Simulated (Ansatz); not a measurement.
# CH₅InO₂S: up Jacob's ladder to CCSD(T)

One table from this session's results is given with a row withheld; the runs are named, their logs left out.

Method: functionals in def2-TZVPP, the program's frozen cores in correlated methods; program: Ansatz 0.2.0, Gaussian basis.

Levels to be run: PBE-D4, r2SCAN-D4, PBE0-D4, B3LYP-D4, ωB97X-V, ωB97M-V, B2PLYP; CCSD(T)/def2-TZVPP; MP2/def2-QZVPP; extrapolation to the limit.

**The relaxed structure**

An earlier PBE0-D4 in a triple-zeta def2 set relaxation fixed the geometry. In takes the def2 core potential; no spin-orbit term is included.

SMILES `C[O][In]([OH])[SH]`, 10 atoms, charge 0, spin multiplicity 1.

Atoms are counted from 1 here; the program's logs count them from 0.

Bond lengths: C1–O2 1.408 Å, C1–H6 1.097 Å, C1–H7 1.097 Å, C1–H8 1.095 Å, O2–In3 1.970 Å, In3–O4 1.978 Å, In3–S5 2.362 Å, O4–H9 0.960 Å, S5–H10 1.345 Å. Angles: O2–C1–H6 113.5°, O2–C1–H7 111.3°, O2–C1–H8 108.5°, H6–C1–H7 107.7°, H6–C1–H8 107.8°, H7–C1–H8 107.8°, C1–O2–In3 121.7°, O2–In3–O4 113.7°, O2–In3–S5 119.9°, O4–In3–S5 126.4°, In3–O4–H9 113.4°, In3–S5–H10 91.9°.

The first run:

Contents of in.yaml:

```yaml
crystal:
  periodic: [false, false, false]
  atoms:
    - {symbol: C, position_ang: [-1.712751, -0.414147, 0.680647]}
    - {symbol: O, position_ang: [-0.398002, -0.042493, 1.022766]}
    - {symbol: In, position_ang: [0.986763, 0.241592, -0.348665]}
    - {symbol: O, position_ang: [0.308686, 0.109796, -2.201749]}
    - {symbol: S, position_ang: [3.204887, 0.729583, 0.299487]}
    - {symbol: H, position_ang: [-2.041930, -0.017928, -0.287723]}
    - {symbol: H, position_ang: [-1.822882, -1.505407, 0.649306]}
    - {symbol: H, position_ang: [-2.393154, -0.030090, 1.448449]}
    - {symbol: H, position_ang: [0.981274, 0.274979, -2.866550]}
    - {symbol: H, position_ang: [2.887098, 0.654114, 1.604032]}
basis:
  gaussian: {orbitals: def2-TZVPP}
hamiltonian: {xc: pbe, dispersion: d4}
output: {forces: true, orbitals: {seedname: orbitals}}
```

The run is started by

```
$ ansatz run in.yaml --threads 2 --pin off --events-out ev --progress --plain --max-ram 32768MiB --backend cpu
```

Steps of the session up to this table: PBE-D4 (GGA); r2SCAN-D4 (meta-GGA); PBE0-D4 (hybrid); B3LYP-D4 (hybrid); ωB97X-V (range-separated); ωB97M-V (range-separated); B2PLYP (double hybrid); CCSD(T) in def2-TZVPP; MP2 in def2-QZVPP.

One table of the session follows, with a row left open; its other results are not shown here.

| method | atomisation energy (kJ/mol) |
| --- | --- |
| PBE-D4 | 3397.5 |
| r2SCAN-D4 | 3340.4 |
| PBE0-D4 | 3304.3 |
| B3LYP-D4 | ? |
| ωB97X-V | 3346.3 |
| ωB97M-V | 3340.8 |
| B2PLYP | 3278.1 |
| HF/def2-TZVPP | 2251.6 |
| MP2/def2-TZVPP | 3315.7 |
| CCSD/def2-TZVPP | 3178.9 |
| CCSD(T)/def2-TZVPP | 3245.5 |
| MP2/CBS | 3429.8 |
| CCSD(T)/CBS | 3359.6 |

Q: Estimate the row for B3LYP-D4 from the others.

The run gave: atomisation energy (kJ/mol): 3298.5. In the column «atomisation energy (kJ/mol)» it lies between B2PLYP (3278.1) and PBE0-D4 (3304.3).

Some runs used a GPU and others CPU threads alone; cost is compared among the CPU runs only.

Among the levels timed on like hardware, those that no quicker one beats, quickest first: PBE-D4 (4 s, +37.9 kJ/mol); r2SCAN-D4 (7 s, -19.2 kJ/mol); ωB97X-V (12 s, -13.3 kJ/mol).

Limits of these values: All levels share the lack of spin-orbit coupling, which lowers the free heavy atoms and so the true binding.
